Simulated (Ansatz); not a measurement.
## BaCuTeF, space group P4/nmm: a band structure, step by step

With Ansatz 0.2.0 through its Python package.

Contents of `bacutef.extxyz`:
```text
8
Lattice="4.448809 0.0 0.0 0.0 4.448809 0.0 0.0 0.0 9.526645" Properties=species:S:1:pos:R:3 pbc="T T T"
Ba    0.00000000    2.22440450    6.27646811
Ba    2.22440450    0.00000000    3.25017689
Cu    0.00000000    0.00000000    0.00000000
Cu    2.22440450    2.22440450    0.00000000
Te    2.22440450    0.00000000    8.01074619
Te    0.00000000    2.22440450    1.51589881
F     2.22440450    2.22440450    4.76332250
F     0.00000000    0.00000000    4.76332250
```

Run as a notebook:

```python
import warnings

import ansatz as az
import numpy as np

warnings.simplefilter("ignore", az.DeckWarning)
```

```python
cell = az.Crystal.from_extxyz("bacutef.extxyz")
```

```python
cell.resolved().tree()["lattice"]
```

    ((4.448809, 0.0, 0.0), (0.0, 4.448809, 0.0), (0.0, 0.0, 9.526645))

```python
# vertices of the path, as fractions of the reciprocal vectors
path = [
    ("G", (0.0, 0.0, 0.0)),
    ("X", (0.0, 0.5, 0.0)),
    ("M", (0.5, 0.5, 0.0)),
    ("G", (0.0, 0.0, 0.0)),
    ("Z", (0.0, 0.0, 0.5)),
]
model = (
    cell.calculation()
    .functional(az.Functional.PBESOL)
    .basis(16 * az.Ha)
    .kpoints(4, 4, 2)
    .occupations(az.OccupationsMethod.FIXED)
    .scf(tolerance=1e-08)
    .band_structure([point for _, point in path], intervals=4)  # levels along the path at the converged density
    .scf(extra_bands=6)
)
history = []
result = model.session().plan().execute(on_event=lambda event: history.append(event["data"]["dr2_ev"]) if event["event"] == "scf_iter" else None)
rep = result.report
```

    

```python
result.lattice.cell_ang
```

    array([[4.448809, 0.      , 0.      ],
           [0.      , 4.448809, 0.      ],
           [0.      , 0.      , 9.526645]])

```python
print("density residual by iteration (eV):", " ".join(f"{value:.1e}" for value in history[:40]))
```

    density residual by iteration (eV): 1.5e-01 5.7e-02 8.9e-03 1.7e-03 1.2e-04 2.4e-05 1.9e-06 7.1e-08 2.7e-08 8.2e-10

```python
energy = rep["free_energy_ev"]
print("BaCuTeF: {:.6f} eV = {:.6f} Ry = {:.6f} Ha".format(energy, energy / 13.605693, energy / 27.211386))
print("Fermi level {:.4f} eV, {} k-points, {} symmetry operations".format(rep["fermi_energy_ev"], rep["n_kpoints"], rep["n_symmetry_ops"]))
```

    BaCuTeF: -40316.423700 eV = -2963.202514 Ry = -1481.601257 Ha
    Fermi level 9.6453 eV, 12 k-points, 16 symmetry operations

```python
bands = result.band_structure()
fermi = bands.fermi_energy_ev
print(f"zero of the bands: {fermi:.3f} eV, the Fermi level found on the SCF mesh")
levels = bands.channels[0].eigenvalues_ev - fermi
filled = round(rep["n_electrons"]) // 2
valence, conduction = levels[:, filled - 1], levels[:, filled]
print("k (fractions)              top valence  bottom conduction (eV)")
for k, lo, hi in zip(bands.kpoints_frac, valence, conduction):
    print(f"{k[0]:7.3f} {k[1]:7.3f} {k[2]:7.3f} {lo:12.3f} {hi:13.3f}")
print(f"on this path: least direct gap {np.min(conduction - valence):.3f} eV, least gap {conduction.min() - valence.max():.3f} eV")
```

    zero of the bands: 9.645 eV, the Fermi level found on the SCF mesh
    k (fractions)              top valence  bottom conduction (eV)
      0.000   0.000   0.000        0.000         0.912
      0.000   0.125   0.000       -0.061         1.272
      0.000   0.250   0.000       -0.224         1.684
      0.000   0.375   0.000       -0.448         1.886
      0.000   0.500   0.000       -0.692         1.903
      0.125   0.500   0.000       -0.816         2.141
      0.250   0.500   0.000       -1.114         2.285
      0.375   0.500   0.000       -1.416         2.293
      0.500   0.500   0.000       -1.511         2.314
      0.375   0.375   0.000       -1.229         2.211
      0.250   0.250   0.000       -0.792         2.356
      0.125   0.125   0.000       -0.418         1.770
      0.000   0.000   0.000        0.000         0.912
      0.000   0.000   0.125       -0.002         0.930
      0.000   0.000   0.250       -0.008         0.983
      0.000   0.000   0.375       -0.013         1.057
      0.000   0.000   0.500       -0.015         1.101
    on this path: least direct gap 0.912 eV, least gap 0.912 eV

Absolute energies stand on the zero of these potentials, so only differences at equal settings mean something. A total without «per atom» is that of the cell as typed. The run is spin-unpolarised. Semilocal gaps usually lie well under measured ones. The computed bands are complete only to about 3.5 eV above the Fermi level. With fixed filling the reported Fermi level is the top filled level among the k-points of the SCF. Only differences from the Fermi energy are physical; the zero of the scale is a convention. Without a Hubbard U or exact exchange, semilocal functionals often make such 3d compounds metallic or too weakly gapped. This cell is a computed structure, which may not be the phase found in nature. Levels are Kohn-Sham eigenvalues on this mesh, without spin-orbit coupling. The whole script took 17 s on 1 thread of Arm Neoverse V1, with other jobs on the host, peak memory 0.55 GiB.

(Lines on the test bed's own set-up are left out of the output.)
